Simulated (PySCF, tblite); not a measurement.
# C₆H₁₂BNSi: geometry, infrared bands and NMR shifts

What infrared bands and NMR shifts should C₆H₁₂BNSi (`CC#C[B@@H-](CC)[N+]#C[SiH3]`) show?

The runs use tblite 0.8.0 and PySCF 2.14.0, with density-fitted response routines of our own; the level of theory stands in each step. All values are computed, except where a source is named. Atoms count from 0, in the outputs and in this text.

## (1) Starting geometry

21 atoms, charge 0, multiplicity 1; geometry from: force field or distance geometry start.

Bonds of the start (Å): C0–C1 1.48, C1–C2 1.19, C2–B3 1.56, B3–C4 1.60, C4–C5 1.53, B3–N6 1.49, N6–C7 1.15, C7–Si8 1.82, C0–H9 1.10, C0–H10 1.11, C0–H11 1.11, B3–H12 1.21, C4–H13 1.12, C4–H14 1.11, C5–H15 1.11, C5–H16 1.12, C5–H17 1.11, Si8–H18 1.46, Si8–H19 1.47, Si8–H20 1.48.

## (2) Relaxing the molecule with GFN2-xTB

The job: settings as JSON, then the geometry in Å.

```
{"job": {"kind": "relax", "xc": "GFN2-xTB", "basis": "xTB"}, "charge": 0, "multiplicity": 1}
C      3.484800    -2.194500    -0.130100
C      2.366600    -1.266400     0.128200
C      1.470100    -0.515900     0.360900
B      0.291400     0.468600     0.629500
C      0.460200     1.792300    -0.248200
C     -0.554000     2.871000     0.128300
N     -0.992600    -0.209800     0.307100
C     -1.988000    -0.729800     0.060000
Si    -3.559300    -1.554100    -0.344500
H      4.165800    -1.734700    -0.859400
H      3.072400    -3.142400    -0.542800
H      4.017500    -2.402400     0.816200
H      0.297100     0.747300     1.805700
H      0.335000     1.537700    -1.332300
H      1.483700     2.208100    -0.114800
H     -1.590000     2.512900    -0.020800
H     -0.421600     3.163100     1.199900
H     -0.388100     3.766600    -0.498200
H     -3.326400    -2.602700    -1.335800
H     -4.126900    -2.143500     0.879800
H     -4.506600    -0.554300    -0.889000
```

Launch:

```
> OMP_NUM_THREADS=1 python probes_run.py task.json out
```

One launch serves the whole session: the jobs run in the order shown.

**Question.** This job is followed by: GFN2-xTB harmonic vibrations, gas phase; GIAO PBE0/pcSseg-1 NMR shielding, non-relativistic, gas phase. What will the session give for the following? strongest single infrared mode (GFN2-xTB); zero-point energy (GFN2-xTB); ¹³C shifts against TMS (PBE0/pcSseg-1); ¹H shifts against TMS (PBE0/pcSseg-1, means over atoms taken as alike); ¹¹B shifts against BF3·OEt2 (PBE0/pcSseg-1); ¹⁵N shifts against NH3 (PBE0/pcSseg-1); ²⁹Si shifts against TMS (PBE0/pcSseg-1); surface potential, 1st and 99th percentile.

As calculated:

| quantity | value |
| --- | --- |
| strongest single infrared mode (GFN2-xTB) | 2277 cm⁻¹, 894 km/mol |
| zero-point energy (GFN2-xTB) | 98.9 kcal/mol |
| ¹³C shifts against TMS (PBE0/pcSseg-1) | 120.3, 97.4, 96.8, 27.3, 15.2, 6.2 ppm |
| ¹H shifts against TMS (PBE0/pcSseg-1, means over atoms taken as alike) | 4.46, 2.31, 1.95, 1.20, 1.01, 0.58 ppm |
| ¹¹B shifts against BF3·OEt2 (PBE0/pcSseg-1) | -33.3 ppm |
| ¹⁵N shifts against NH3 (PBE0/pcSseg-1) | 287.7 ppm |
| ²⁹Si shifts against TMS (PBE0/pcSseg-1) | -97.3 ppm |
| surface potential, 1st and 99th percentile | -1.72 V and 2.24 V |

In words: Relaxing lowered the energy by 0.212 eV in 69 steps; the close pair that moved most is B3–C4, from 1.597 to 1.655 Å. The lowest mode is imaginary (25i cm⁻¹), so the xTB geometry is not a minimum. The strongest single mode, at 2277 cm⁻¹, moves mainly C7 and N6. GFN2-xTB is a fitted tight-binding method: band positions and strengths are rough. Its intensities can rank the bands wrongly. At PBE0/pcSseg-1: The widest tensor belongs to N6: span 532 ppm, with a paramagnetic part of -352 ppm. By nearest atom (PBE0/pcSseg-1), the HOMO sits on C1, C2 about 33 % each; C4 8 % and the LUMO on C7 36 %; N6 26 %.
